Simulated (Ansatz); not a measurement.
# SiCl2OF (SMILES [O][Si](F)(Cl)Cl): U-wB97X/cc-pVDZ

Aim: the electronic atomisation energy of SiCl2OF at U-wB97X/cc-pVDZ, from 5 runs. 

Program for the calculation: Ansatz 0.2.0.

73 further runs of the same task are left out: 9 that didn't finish, 64 set aside as unsound or not needed.

## Step 1: The system as given

SiCl2OF: 5 atoms, total charge 0, spin state doublet. SMILES: `[O][Si](F)(Cl)Cl`. The coordinates come from a PBE0-D4/def2-TZVP relaxation.

Bond lengths: O1–Si2 1.643 Å, Si2–F3 1.574 Å, Si2–Cl4 2.012 Å, Si2–Cl5 2.011 Å. Angles: O1–Si2–F3 113.3°, O1–Si2–Cl4 105.6°, O1–Si2–Cl5 107.2°, F3–Si2–Cl4 108.3°, F3–Si2–Cl5 107.9°, Cl4–Si2–Cl5 114.8°.

## Step 2: A single-point energy at U-wB97X/cc-pVDZ

molecule.yaml reads:

```yaml
crystal:
  periodic: [false, false, false]
  atoms:
    - {symbol: O, position_ang: [1.205200, -1.120900, 0.351000]}
    - {symbol: Si, position_ang: [0.002000, -0.037300, 0.071900]}
    - {symbol: F, position_ang: [-0.944500, 0.175500, 1.311100]}
    - {symbol: Cl, position_ang: [-1.088600, -0.815800, -1.428500]}
    - {symbol: Cl, position_ang: [0.875700, 1.725000, -0.347000]}
basis:
  gaussian:
    orbitals: cc-pVDZ
magnetization:
  spin_polarized: true
  initial_magnetization: 1
hamiltonian:
  xc: {name: wB97X}
accuracy: high
output: {orbitals: {seedname: orbitals}}
```

On the command line:

```sh
$ ansatz run molecule.yaml --threads 1 --pin off --max-ram 3480MiB --events-out events.jsonl --progress --plain --runs-dir runs
```

The program printed:

```text
Warning: RAYON_NUM_THREADS=1 ignored (pool sized by the plan → 1); use --threads N
Functional definition: wB97X
  name "wB97X"
  parameter omega = 0.3/bohr
  parameter cx = 0.157706
  parameter cx1 = 0.726479
  parameter cx2 = 1.04760
  parameter cx3 = -5.70635
  parameter cx4 = 13.2794
  parameter css1 = -4.33879
  parameter css2 = 18.2308
  parameter css3 = -31.7430
  parameter css4 = 17.2901
  parameter cos1 = 2.37031
  parameter cos2 = -11.3995
  parameter cos3 = 6.58405
  parameter cos4 = -3.78132
  exchange = spin_sum(e_x_unif_sr(omega)*poly(b97_u_x, 1 - cx, cx1, cx2, cx3, cx4)) + cx*exact_x_sr(omega)
      + exact_x_lr(omega)
  correlation = spin_sum(e_c_pw_same_spin*poly(b97_u_same, 1, css1, css2, css3, css4))
      + integral(e_c_pw_opposite_spin*poly(b97_u_opposite, 1, cos1, cos2, cos3, cos4))
1763 factors; integrals over basis functions are off by at most 3.0e-9 eV
326 factors; integrals over basis functions are off by at most 2.3e-9 eV
mean field evaluation 1: about -37679.1540 eV, gradient 4.2e1 eV
mean field evaluation 2: about -37668.6692 eV, gradient 7.0e1 eV
mean field evaluation 4: about -37688.0713 eV, gradient 5.8e0 eV
mean field evaluation 8: about -37688.5289 eV, gradient 5.6e-1 eV
mean field evaluation 16: about -37688.5325 eV, gradient 6.8e-3 eV
mean field evaluation 32: about -37688.4726 eV, gradient 2.1e-1 eV
mean field -37688.53250161 eV, -1385.0280232294 hartree, gradient 2.9e-8 eV, S^2 0.753191; 2 other end points of the search recorded, 0 dependent functions left out
reference -37688.53249924 eV, -1385.0280231421 hartree; 33, 32 occupied and 49, 50 virtual orbitals, 1763 factors
Total energy: -37688.53249924 eV, -1385.0280231421 hartree
```

Run time: 1.7 min. Hardware: 1 thread of Arm Neoverse V2, shared host; peak memory 0.89 GiB.

## Step 3: The Cl atom at the same level

molecule.yaml reads:

```yaml
crystal:
  periodic: [false, false, false]
  atoms:
    - {symbol: Cl, position_ang: [0.000000, 0.000000, 0.000000]}
basis:
  gaussian:
    orbitals: cc-pVDZ
magnetization:
  spin_polarized: true
  initial_magnetization: 1
total_charge: 0
accuracy: high
hamiltonian:
  xc: {name: wB97X}
```

Run the same way, it converges to -460.13908 Eh (log not shown).

## Step 4: The F atom

input.yaml reads:

```yaml
crystal:
  periodic: [false, false, false]
  atoms:
    - {symbol: F, position_ang: [0.000000, 0.000000, 0.000000]}
basis:
  gaussian:
    orbitals: cc-pVDZ
magnetization:
  spin_polarized: true
  initial_magnetization: 1
hamiltonian:
  xc: {name: wB97X}
accuracy: high
```

Run the same way, it converges to -99.70543 Eh (log not shown).

## Step 5: The O atom, same level

in.yaml reads:

```yaml
basis:
  gaussian:
    orbitals: cc-pVDZ
crystal:
  periodic: [false, false, false]
  atoms:
    - symbol: O
      position_ang: [0.000000, 0.000000, 0.000000]
magnetization:
  spin_polarized: true
  initial_magnetization: 2
hamiltonian:
  xc: {name: wB97X}
accuracy: high
```

Run the same way, it converges to -75.05025 Eh (log not shown).

## Step 6: The Si atom at the same level

run.yaml reads:

```yaml
crystal:
  periodic: [false, false, false]
  atoms:
    - symbol: Si
      position_ang: [0.000000, 0.000000, 0.000000]
basis:
  gaussian: {orbitals: cc-pVDZ}
magnetization: {spin_polarized: true, initial_magnetization: 2}
accuracy: high
hamiltonian: {xc: {name: wB97X}}
```

Run the same way, it converges to -289.35699 Eh (log not shown).

## Step 7: What came out

At U-wB97X/cc-pVDZ:

| quantity | value |
| --- | --- |
| molecule: total energy | -1385.02802 Eh |
| molecule: HOMO energy (highest over α and β) | -12.26 eV |
| molecule: LUMO energy (lowest over α and β) | -3.29 eV |
| molecule: ⟨S²⟩ | 0.753 |
| Cl atom: total energy | -460.13908 Eh |
| Cl atom: ⟨S²⟩ | 0.752 |
| F atom: total energy | -99.70543 Eh |
| F atom: ⟨S²⟩ | 0.751 |
| O atom: total energy | -75.05025 Eh |
| O atom: ⟨S²⟩ | 2.003 |
| Si atom: total energy | -289.35699 Eh |
| Si atom: ⟨S²⟩ | 2.004 |
| electronic atomisation energy | 17.339 eV |

What this shows: Taking the molecule apart into free atoms costs 17.34 eV (400 kcal/mol), before zero-point energy and without spin-orbit coupling.
